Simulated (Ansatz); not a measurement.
# Alloy of ZnGeP2 and ZnSiP2 (1 of 16 Ge sites exchanged), 64 atoms, part 1 of 3

Aim: relax the alloy cell and compare the gap by PBEsol, HSE06 and r²SCAN.

All numbers are computed with Ansatz 0.2.0 (PAW, plane waves).

## Step 1: The system as built

64 atoms (16 Zn, 1 Si, 15 Ge, 32 P); a = 10.840 Å, b = 10.840 Å, c = 10.693 Å, α = 90.00°, β = 90.00°, γ = 90.00°. All atoms were shaken off their sites by about 0.02 Å along each axis.

Steps to follow: (2) PBEsol cell relaxation at the single k point (¼, ¼, ¼), on 16 threads of Intel Xeon Platinum 8488C; (3) HSE06 single point at the Γ point alone, on 16 threads of Intel Xeon Platinum 8488C; (4) r²SCAN single point at the Γ point alone, on 16 threads of Intel Xeon Platinum 8488C.

## Step 2: PBEsol relaxation of the cell and the positions

in.yaml reads:

```yaml
crystal:
  lattice:
    - [10.839647, -0.000087, -0.000030]
    - [-0.000087, 10.839647, -0.000030]
    - [-0.000029, -0.000029, 10.692727]
  atoms:
    - { symbol: Zn, position: [0.002189, 0.001110, 0.002438] }
    - { symbol: Zn, position: [0.003123, 0.498008, 0.001413] }
    - { symbol: Zn, position: [0.502227, 0.000305, 0.999570] }
    - { symbol: Zn, position: [0.501657, 0.502448, 0.999965] }
    - { symbol: Zn, position: [0.994766, 0.248468, 0.252612] }
    - { symbol: Zn, position: [0.000982, 0.751298, 0.252680] }
    - { symbol: Zn, position: [0.499750, 0.249965, 0.250514] }
    - { symbol: Zn, position: [0.503563, 0.750707, 0.252074] }
    - { symbol: Zn, position: [0.248105, 0.001309, 0.750865] }
    - { symbol: Zn, position: [0.249496, 0.500048, 0.750976] }
    - { symbol: Zn, position: [0.753111, 0.998549, 0.749756] }
    - { symbol: Zn, position: [0.748940, 0.501007, 0.747967] }
    - { symbol: Zn, position: [0.248068, 0.249903, 0.498117] }
    - { symbol: Zn, position: [0.250196, 0.751272, 0.499562] }
    - { symbol: Zn, position: [0.749012, 0.249790, 0.501807] }
    - { symbol: Zn, position: [0.751739, 0.750732, 0.501479] }
    - { symbol: Si, position: [0.001524, 0.998539, 0.503251] }
    - { symbol: Ge, position: [0.999125, 0.497883, 0.499627] }
    - { symbol: Ge, position: [0.500930, 0.999720, 0.496607] }
    - { symbol: Ge, position: [0.497097, 0.497544, 0.497466] }
    - { symbol: Ge, position: [0.251210, 0.001373, 0.249960] }
    - { symbol: Ge, position: [0.246948, 0.497791, 0.254423] }
    - { symbol: Ge, position: [0.752095, 0.999546, 0.248013] }
    - { symbol: Ge, position: [0.749457, 0.500944, 0.249159] }
    - { symbol: Ge, position: [0.251237, 0.249804, 0.001610] }
    - { symbol: Ge, position: [0.251719, 0.749354, 0.000179] }
    - { symbol: Ge, position: [0.751808, 0.249969, 0.002357] }
    - { symbol: Ge, position: [0.749222, 0.751635, 0.998517] }
    - { symbol: Ge, position: [0.000553, 0.249420, 0.752870] }
    - { symbol: Ge, position: [0.997585, 0.748679, 0.752756] }
    - { symbol: Ge, position: [0.499022, 0.250068, 0.751779] }
    - { symbol: Ge, position: [0.499019, 0.749123, 0.751283] }
    - { symbol: P, position: [0.124724, 0.126227, 0.125578] }
    - { symbol: P, position: [0.127482, 0.621467, 0.124528] }
    - { symbol: P, position: [0.624776, 0.126851, 0.122382] }
    - { symbol: P, position: [0.626502, 0.622117, 0.125858] }
    - { symbol: P, position: [0.124543, 0.124140, 0.627530] }
    - { symbol: P, position: [0.122953, 0.624089, 0.626292] }
    - { symbol: P, position: [0.625710, 0.122887, 0.621970] }
    - { symbol: P, position: [0.623642, 0.627785, 0.623278] }
    - { symbol: P, position: [0.373028, 0.372908, 0.125305] }
    - { symbol: P, position: [0.373193, 0.875531, 0.123865] }
    - { symbol: P, position: [0.874986, 0.375844, 0.124078] }
    - { symbol: P, position: [0.872123, 0.874932, 0.123629] }
    - { symbol: P, position: [0.375825, 0.123444, 0.375932] }
    - { symbol: P, position: [0.374015, 0.625994, 0.375118] }
    - { symbol: P, position: [0.873601, 0.125563, 0.372497] }
    - { symbol: P, position: [0.874988, 0.623525, 0.377765] }
    - { symbol: P, position: [0.124417, 0.375811, 0.374854] }
    - { symbol: P, position: [0.123984, 0.878490, 0.371566] }
    - { symbol: P, position: [0.626261, 0.376812, 0.373643] }
    - { symbol: P, position: [0.625016, 0.876797, 0.373455] }
    - { symbol: P, position: [0.126297, 0.370094, 0.877680] }
    - { symbol: P, position: [0.122623, 0.875597, 0.871355] }
    - { symbol: P, position: [0.624733, 0.376224, 0.874855] }
    - { symbol: P, position: [0.624859, 0.872870, 0.874961] }
    - { symbol: P, position: [0.377966, 0.374170, 0.623189] }
    - { symbol: P, position: [0.375916, 0.877836, 0.625030] }
    - { symbol: P, position: [0.870266, 0.377233, 0.625790] }
    - { symbol: P, position: [0.878908, 0.875421, 0.624098] }
    - { symbol: P, position: [0.371835, 0.128662, 0.878254] }
    - { symbol: P, position: [0.377162, 0.625382, 0.870441] }
    - { symbol: P, position: [0.872383, 0.125118, 0.875501] }
    - { symbol: P, position: [0.873183, 0.629184, 0.874363] }
  symmetry: { detect: false }
kpoints:
  mp_grid: { grid: [1, 1, 1], shift: [0.25, 0.25, 0.25] }
hamiltonian:
  xc: pbesol
scf:
  occupations: { method: fermi_dirac, width: 0.01 }
relax:
  f_tol: 0.03
  max_steps: 80
  escape_saddle: false
  adjacent_minimum: "off"
  cell: { fix: [alpha, beta, gamma] }
output:
  forces: true
  eigenvalues: true
  populations: true
  write_density: true
  write_potential: true
  elf: true
  volumetric_format: npy
```

On the command line:

```
$ ansatz run in.yaml --threads 16 --pin off --max-ram 34200MiB --runs-dir r --events-out ev --progress --plain
```

What it wrote:

```text
Pseudopotentials: kind: paw
Functional definition: PBEsol
  exchange = pbesol_x
  correlation = pbesol_c
Crystal: 64 atoms, lattice volume = 1256.373 Å³
Basis set: ecut = 420 eV, 24563 PW (Γ), exchange–correlation on 150×150×144 points (8 copies of the dense FFT grid, shifted against one another)
Bands: 347, of which v1, the nominal top of the filled ones, is band 283 counted from 1 (282 counted from 0)
Symmetry: 1 space group operations
k-points: 1
Non-local potential: Zn, projectors of the file, l = 0: 2, l = 1: 2, l = 2: 3, l = 3: 1
Non-local potential: Si, projectors of the file, l = 0: 2, l = 1: 2, l = 2: 2
Non-local potential: Ge, projectors of the file, l = 0: 2, l = 1: 2, l = 2: 3, l = 3: 1
Non-local potential: P, projectors of the file, l = 0: 2, l = 1: 2, l = 2: 2
PAW form: soft (Blöchl's): semilocal exchange-correlation on the pseudo side does not see the compensation charge
PAW frozen core: Zn, regenerated for the run's functional, and the local potential with it (the file was generated under x = pbe(κ = 0.804, μ = 0.2195149727645171), c = pbe(β = 0.06672455060314922))
PAW frozen core: Si, regenerated for the run's functional, and the local potential with it (the file was generated under x = pbe(κ = 0.804, μ = 0.2195149727645171), c = pbe(β = 0.06672455060314922))
PAW frozen core: Ge, regenerated for the run's functional, and the local potential with it (the file was generated under x = pbe(κ = 0.804, μ = 0.2195149727645171), c = pbe(β = 0.06672455060314922))
PAW frozen core: P, regenerated for the run's functional, and the local potential with it (the file was generated under x = pbe(κ = 0.804, μ = 0.2195149727645171), c = pbe(β = 0.06672455060314922))
PAW one-centre angular grid: Zn, 590 points (default); XC on 64 Gauss nodes
PAW one-centre angular grid: Si, 110 points (default); XC on 64 Gauss nodes
PAW one-centre angular grid: Ge, 590 points (default); XC on 64 Gauss nodes
PAW one-centre angular grid: P, 110 points (default); XC on 64 Gauss nodes
Initial density: superposition of atomic densities (neutral atoms: chi_scale 0, normalization atom), corrected by the library's trained network
Initial wavefunctions: pseudopotential atomic-orbital guess
Functional: x = pbesol(κ = 0.804, μ = 0.12345679012345678), c = pbesol(β = 0.046)
SCF iter   1: F=—  HF=-140613.188529 eV  |F-HF|=—  |Δ(HF+E_count)|=         —  Δρ=4.75e-3  dr2=3.03e-1  ethr=1.77e-3  ⟨swp⟩=8.0  Hψ=1573  notcnv=0  defer=5
preconditioner: auto → Resta (q_TF=auto, 2.389 Å⁻¹)  ε∞=4.1  [insulator: Δε(μ)=1.554 eV  Ē_g=14.221 eV  σ=0.010 eV  W_gap=1.00  n_scr=256 (ndim 8)  ℏωp=24.9 eV  f_vac=0.003  D(μ)=0.00/eV (n_scr^D=0)  ε∞_Penn≈4.1]
SCF iter   2: F=—  HF=-140613.085012 eV  |F-HF|=—  |Δ(HF+E_count)|=   1.04e-1  Δρ=2.03e-3  dr2=5.99e-2  ethr=5.35e-5  ⟨swp⟩=2.0  Hψ=567  notcnv=0  defer=60
SCF iter   3: F=—  HF=-140613.076202 eV  |F-HF|=—  |Δ(HF+E_count)|=   8.81e-3  Δρ=1.60e-3  dr2=2.23e-2  ethr=1.06e-5  ⟨swp⟩=3.0  Hψ=578  notcnv=0  defer=60
SCF iter   4: F=—  HF=-140613.067989 eV  |F-HF|=—  |Δ(HF+E_count)|=   8.21e-3  Δρ=3.50e-4  dr2=1.65e-3  ethr=3.95e-6  ⟨swp⟩=2.0  Hψ=464  notcnv=0  defer=60
SCF iter   5: F=—  HF=-140613.068481 eV  |F-HF|=—  |Δ(HF+E_count)|=   4.91e-4  Δρ=1.67e-4  dr2=3.14e-4  ethr=2.91e-7  ⟨swp⟩=2.0  Hψ=570  notcnv=0  defer=60
SCF iter   6: F=—  HF=-140613.068213 eV  |F-HF|=—  |Δ(HF+E_count)|=   2.67e-4  Δρ=6.66e-5  dr2=4.69e-5  ethr=5.55e-8  ⟨swp⟩=2.0  Hψ=570  notcnv=0  defer=60
SCF iter   7: F=—  HF=-140613.067932 eV  |F-HF|=—  |Δ(HF+E_count)|=   2.81e-4  Δρ=2.40e-5  dr2=5.74e-6  ethr=8.28e-9  ⟨swp⟩=2.0  Hψ=570  notcnv=0  defer=60
SCF iter   8: F=—  HF=-140613.067934 eV  |F-HF|=—  |Δ(HF+E_count)|=   2.45e-6  Δρ=2.04e-5  dr2=3.35e-6  ethr=1.01e-9  ⟨swp⟩=2.0  Hψ=556  notcnv=0  defer=60
SCF iter   9: F=—  HF=-140613.067933 eV  |F-HF|=—  |Δ(HF+E_count)|=   1.45e-6  Δρ=4.74e-6  dr2=2.07e-7  ethr=5.91e-10  ⟨swp⟩=2.0  Hψ=462  notcnv=0  defer=60
SCF iter  10: F=-140613.067933 eV  HF=-140613.067933 eV  |F-HF|=1.19e-9  |Δ(HF+E_count)|=   9.87e-8  Δρ=1.38e-6  dr2=2.59e-8  ethr=1.77e-11  ⟨swp⟩=19.0  Hψ=2754  notcnv=0
SCF 1 converged in 10 iterations: F = -140613.067933 eV  dr2 = 2.59e-8
relax step   1: F+E_penalty+E_count = -140613.06793271 eV  Δ(F+E_penalty+E_count) = +0.000e0 eV  max|allowed force component| = 1.096e0 eV/Å  Δτ_max = 0.0000 Å  P = +0.114 GPa  Ω = 1256.373 Å³  fix = [alpha, beta, gamma]  reactions: alpha +0.748, beta +1.007, gamma +0.480 GPa/rad  (10 SCF iters, dr2 threshold 1.00e-7 eV, accepted)
[... 13 lines left out ...]
relax step   2: F+E_penalty+E_count = -140613.54485469 eV  Δ(F+E_penalty+E_count) = -4.769e-1 eV  max|allowed force component| = 3.669e-1 eV/Å  Δτ_max = 0.0784 Å  P = +0.046 GPa  Ω = 1255.783 Å³  energy of the carried Pulay correction = +1.863e-4 eV  fix = [alpha, beta, gamma]  reactions: alpha +0.736, beta +0.848, gamma +0.633 GPa/rad  (6 SCF iters, dr2 threshold 6.40e-6 eV, accepted)
[... 4 lines left out ...]
relax step   3: F+E_penalty+E_count = -140613.61838845 eV  Δ(F+E_penalty+E_count) = -7.353e-2 eV  max|allowed force component| = 3.506e-2 eV/Å  Δτ_max = 0.0435 Å  P = -0.014 GPa  Ω = 1256.409 Å³  energy of the carried Pulay correction = -1.118e-5 eV  fix = [alpha, beta, gamma]  reactions: alpha +0.787, beta +0.769, gamma +0.788 GPa/rad  (6 SCF iters, dr2 threshold 6.40e-6 eV, accepted)
[... 2 lines left out ...]
relax step   4: F+E_penalty+E_count = -140613.61683794 eV  Δ(F+E_penalty+E_count) = +1.551e-3 eV  max|allowed force component| = 7.388e-2 eV/Å  Δτ_max = 0.0207 Å  P = +0.005 GPa  Ω = 1256.138 Å³  energy of the carried Pulay correction = +7.425e-5 eV  fix = [alpha, beta, gamma]  (7 SCF iters, dr2 threshold 7.68e-8 eV, rejected (line search))
[... 13 lines left out ...]
relax step   5: F+E_penalty+E_count = -140613.62013204 eV  Δ(F+E_penalty+E_count) = -1.744e-3 eV  max|allowed force component| = 4.858e-3 eV/Å  Δτ_max = 0.0083 Å  P = +0.002 GPa  Ω = 1256.182 Å³  energy of the carried Pulay correction = +6.056e-5 eV  fix = [alpha, beta, gamma]  reactions: alpha +0.783, beta +0.778, gamma +0.766 GPa/rad  (9 SCF iters, accepted)
[... 7 lines left out ...]
relax step   6: F+E_penalty+E_count = -140613.62006311 eV  Δ(F+E_penalty+E_count) = +6.893e-5 eV  max|allowed force component| = 4.863e-3 eV/Å  Δτ_max = 0.0000 Å  P = +0.002 GPa  Ω = 1256.182 Å³  fix = [alpha, beta, gamma]  reactions: alpha +0.782, beta +0.778, gamma +0.766 GPa/rad  stress off target by 7.38e-3 GPa on what of the cell is left free  SCF on the basis re-selected at this cell (its en [...]
SCF converged after 4 iterations
Free energy (F): -140613.620063 eV
Harris-Foulkes:  -140613.620063 eV  (|F-HF|=2.91e-10)
Internal energy: -140613.620063 eV  (E = F + TS)
E sigma→0 (E₀):  -140613.620063 eV
Fermi energy:    7.986779 eV
--- Per-component energies (eV) ---
  E_band       = -2036.322007
  E_kinetic    = 6066.513726
  E_local      = -71847.000816  (includes V_loc(G=0)·N_el)
  E_nonlocal   = 17220.960224
  E_hartree    = 30776.414451
  E_xc         = -5318.861889
  E_vxc        = -3821.744541  (∫ρ·V_xc dr)
  E_paw        = -76528.323095  (= ΣΔE_a)
  E_vpaw       = -11207.879311  (= ΣTr[D̂ρ^β])
  E_aug_tail   = -0.001296  (compensation charges beyond the density's cutoff)
  E_ewald      = -41011.354725
  E_core_change = 28.033357  (= ΣΔE_core)
  E_smearing   = -0.000000  (= −TS)
  E_closure    = -0.000000  (closes the sum)
  Σ components = -140613.620063   (vs F -140613.620063, Δ=0.00e0)
--- Forces (eV/Å), atoms counted from 1 ---
  atom   1  Zn    -0.00159368    -0.00127382    -0.00023137
  atom   2  Zn     0.00100707    -0.00005812     0.00245947
  atom   3  Zn    -0.00084744    -0.00140560    -0.00027847
  atom   4  Zn    -0.00101650     0.00198404     0.00028526
  atom   5  Zn     0.00111780     0.00072193     0.00266664
  atom   6  Zn    -0.00036322    -0.00219655     0.00139405
  atom   7  Zn     0.00084233    -0.00091858     0.00073269
  atom   8  Zn     0.00241781     0.00028782    -0.00046043
  atom   9  Zn     0.00054032    -0.00119548     0.00163960
  atom  10  Zn     0.00170017    -0.00180635     0.00446498
  atom  11  Zn    -0.00161756     0.00015382     0.00303456
  atom  12  Zn     0.00095037    -0.00242539     0.00259662
  atom  13  Zn    -0.00089393    -0.00169227    -0.00197605
  atom  14  Zn    -0.00226377     0.00084757    -0.00285081
  atom  15  Zn     0.00127690    -0.00017157     0.00077160
  atom  16  Zn    -0.00087627    -0.00108561    -0.00112263
  atom  17  Si     0.00188138    -0.00037717     0.00127589
  atom  18  Ge     0.00373539     0.00008315     0.00100033
  atom  19  Ge    -0.00137380     0.00092059    -0.00013882
  atom  20  Ge     0.00074276     0.00041699    -0.00020896
  atom  21  Ge     0.00079727     0.00003989    -0.00192107
  atom  22  Ge     0.00464160    -0.00106813    -0.00125670
  atom  23  Ge     0.00000078     0.00022744    -0.00136553
  atom  24  Ge    -0.00002236    -0.00205014    -0.00017751
  atom  25  Ge    -0.00151272    -0.00047274    -0.00040099
  atom  26  Ge    -0.00070290    -0.00022635    -0.00142858
  atom  27  Ge    -0.00216478     0.00003201    -0.00069692
  atom  28  Ge     0.00001508     0.00063556     0.00043709
  atom  29  Ge     0.00027231     0.00019219     0.00198922
  atom  30  Ge    -0.00026038    -0.00173036     0.00213847
  atom  31  Ge    -0.00005290     0.00066612     0.00044043
  atom  32  Ge     0.00090166    -0.00002965    -0.00003140
  atom  33  P      0.00214012     0.00072234    -0.00060118
  atom  34  P     -0.00201987    -0.00035621    -0.00049340
  atom  35  P      0.00031392     0.00041146     0.00139658
  atom  36  P     -0.00036822     0.00095452    -0.00139165
  atom  37  P     -0.00087984    -0.00040924    -0.00093572
  atom  38  P     -0.00315772     0.00121793    -0.00207012
  atom  39  P     -0.00183782    -0.00126576    -0.00131378
  atom  40  P     -0.00151304     0.00158233     0.00143058
  atom  41  P     -0.00076059     0.00087826    -0.00046676
  atom  42  P     -0.00133175     0.00115084    -0.00003675
  atom  43  P     -0.00059303     0.00015959     0.00096719
  atom  44  P      0.00044419    -0.00013074    -0.00419866
  atom  45  P      0.00147151     0.00248824     0.00124898
  atom  46  P     -0.00089014    -0.00198673     0.00082385
  atom  47  P     -0.00419808     0.00486306    -0.00098274
  atom  48  P      0.00108832     0.00199459    -0.00231507
  atom  49  P     -0.00244891     0.00023524    -0.00288434
  atom  50  P      0.00297012    -0.00327470     0.00034996
  atom  51  P     -0.00082222    -0.00029247    -0.00244209
  atom  52  P     -0.00176116     0.00178073    -0.00212576
  atom  53  P      0.00157402     0.00062328     0.00002935
  atom  54  P      0.00021901     0.00253367     0.00209176
  atom  55  P      0.00024749     0.00025971     0.00077491
  atom  56  P     -0.00006931     0.00210065    -0.00041610
  atom  57  P      0.00011283    -0.00088526     0.00087531
  atom  58  P      0.00264777     0.00024902     0.00115944
  atom  59  P     -0.00030328    -0.00093584     0.00025623
  atom  60  P      0.00025315    -0.00223750     0.00064197
  atom  61  P      0.00137083     0.00156549    -0.00046812
  atom  62  P      0.00006757    -0.00179794     0.00104338
  atom  63  P      0.00148322     0.00013535    -0.00048666
  atom  64  P     -0.00072803     0.00064104    -0.00224407
  max |Σ_I F_I| component: 2.80e-6 eV/Å
--- Stress (GPa, compression-positive) ---
       -0.002730      -0.766272      -0.778197
       -0.766272       0.007383      -0.782421
       -0.778197      -0.782421       0.002379
  P = ⅓ Tr σ = 0.0023 GPa (0.023 kbar)
--- Band table (eV) ---
  k-point 0: bands = [... 271 lower levels ..., "6.2518", "6.2837", "6.3173", "6.4107", "6.4955", "6.5023", "6.5541", "6.7781", "6.7919", "6.8214", "7.1291", "7.1961", "8.7784", "8.8008", "8.8850", "8.9590", "9.1413", "9.1672", "9.2461", "9.2719", "9.2949", "9.3986", "9.4417", "9.4656", ... 52 higher levels ...]
--- Relaxed structure (5 steps of the walk, 4 accepted, 1 SCFs on fresh bases) ---
  F+E_penalty+E_count = -140613.62006311 eV   max|allowed force component| = 4.863e-3 eV/Å   (the final SCF, on the basis selected at the relaxed cell)
  cell:  # Å, volume = 1256.1815 Å³
    - [10.840736033468687, -8.699041910688999e-5, -2.9995778379824307e-5]
    - [-8.70087387418361e-5, 10.838453523378382, -2.9995715986867735e-5]
    - [-2.9002984945270415e-5, -2.8996816853439048e-5, 10.691196519547402]
  atoms:
    - { symbol: Zn, position: [-0.0008136588404459156, 7.214568888898134e-5, 0.0002548821412675545] }
    - { symbol: Zn, position: [-0.0007842258237484872, 0.5000304467024227, -8.39637146229924e-5] }
[... 62 atoms left out; the next input holds them all, rounded ...]
--- Löwdin populations: 64 sites ---
  site symbol       q [e]
     0     Zn     10.7452
     1     Zn     10.7475
[... 62 atoms left out ...]
  spilling = 0.009191 (of n_electrons = 566.000000)
```

Run time: 36 s. Hardware: 16 threads of Intel Xeon Platinum 8488C, shared host; peak memory 2.9 GiB.

Step by step (solves on a freshly chosen basis count as rows, and their energies jump a little):

```
accepted step  energy change (eV)  largest force component (eV/Å)  SCF cycles  pressure (GPa)
            1               0.000                           1.096          10            0.11
            2              -0.477                           0.367           6            0.05
            3              -0.550                           0.035           6           -0.01
            4              -0.552                           0.005           9            0.00
            5              -0.552                           0.005           4            0.00
```

Largest shifts, less the median shift:

```
atom  shift (Å)      dx      dy      dz
 P47      0.102   0.044  -0.051   0.076
 P37      0.089  -0.051  -0.030  -0.065
 P50      0.078  -0.024   0.013   0.073
Ge22      0.064   0.033   0.032  -0.043
 P59      0.062   0.056  -0.023  -0.011
 P61      0.061   0.023  -0.035  -0.045
Ge30      0.059   0.035   0.033  -0.035
Ge20      0.057   0.035   0.033   0.031
```

|  | before | after | change |
| --- | --- | --- | --- |
| a (Å) | 10.840 | 10.841 | +0.01 % |
| b (Å) | 10.840 | 10.838 | -0.01 % |
| c (Å) | 10.693 | 10.691 | -0.01 % |
| volume (Å³/atom) | 19.631 | 19.628 | -0.02 % |

Bond lengths by pair after relaxation (within a distance cut, which drops stretched bonds):

```
pair  count  mean (Å)  spread (Å)  least   most
Ge–P     60     2.333       0.004  2.325  2.343
P–Si      4     2.265       0.004  2.259  2.269
P–Zn     64     2.344       0.004  2.337  2.355
```

At the single k point (¼, ¼, ¼) the filled levels end at 7.196 eV and the empty ones begin at 8.778 eV, a spacing of 1.58 eV.

Density in a lattice plane of the grid's cell (edges 10.84 and 10.69 Å, at 0.000 of the third edge), which holds Zn and Si and Ge.

Ten even steps from ' ' (-0.03 e/Å³) to '@' (56.66 e/Å³):
```
                                                
                                                
                                                
                                                
          ..##..                  ..##..        
                                                
                                                
                                                
                                                
                      ..@@..                    
                                                
                                                
                                                
                                                
          ..%%..                  ..%%..        
                                                
                                                
                                                
                                                
%%..                  ..%%..                  ..
```
Columns run along the first of these edges and rows up along the second, over one cell in 24 and 20 even steps from the bottom left corner. Atoms in the plane (fractional): Zn at (1.00, 0.00), Zn at (0.50, 0.00), Zn at (0.25, 0.75), Zn at (0.75, 0.75), Si at (1.00, 0.50), Ge at (0.50, 0.50), Ge at (0.25, 0.25), Ge at (0.75, 0.25).

ELF in the same plane.

Ten even steps from '0' (0.00) to '9' (0.74):
```
013420002421013420002321
235653235753235653235653
125653235752125653235752
002431013420002331013420
001220002310001220002310
013531013531013531013531
236863236753235763236863
788753125665557652135788
478520001454235410001587
737410001341014410001473
489621012563146620013698
688753235675467643235798
235786467653235676567653
012663136520002564136621
001441014410001341014410
001453245410001454235410
235675456653235675457653
236753235763236753235763
013531013531013531013531
002310001220002310001220
```
Columns run along the first of these edges and rows up along the second, over one cell in 24 and 20 even steps from the bottom left corner. Atoms in the plane (fractional): Zn at (1.00, 0.00), Zn at (0.50, 0.00), Zn at (0.25, 0.75), Zn at (0.75, 0.75), Si at (1.00, 0.50), Ge at (0.50, 0.50), Ge at (0.25, 0.25), Ge at (0.75, 0.25).

Both are smooth fields of the valence electrons: close to the nuclei they are not physical.

Outside the cores ELF peaks at 0.93 on the Si–P line, 1.0 Å from Si; 0.93 on the P–Zn line, 0.8 Å from P; 0.89 on the P–Ge line, 0.9 Å from P.

(Continued in part 2 of 3.)
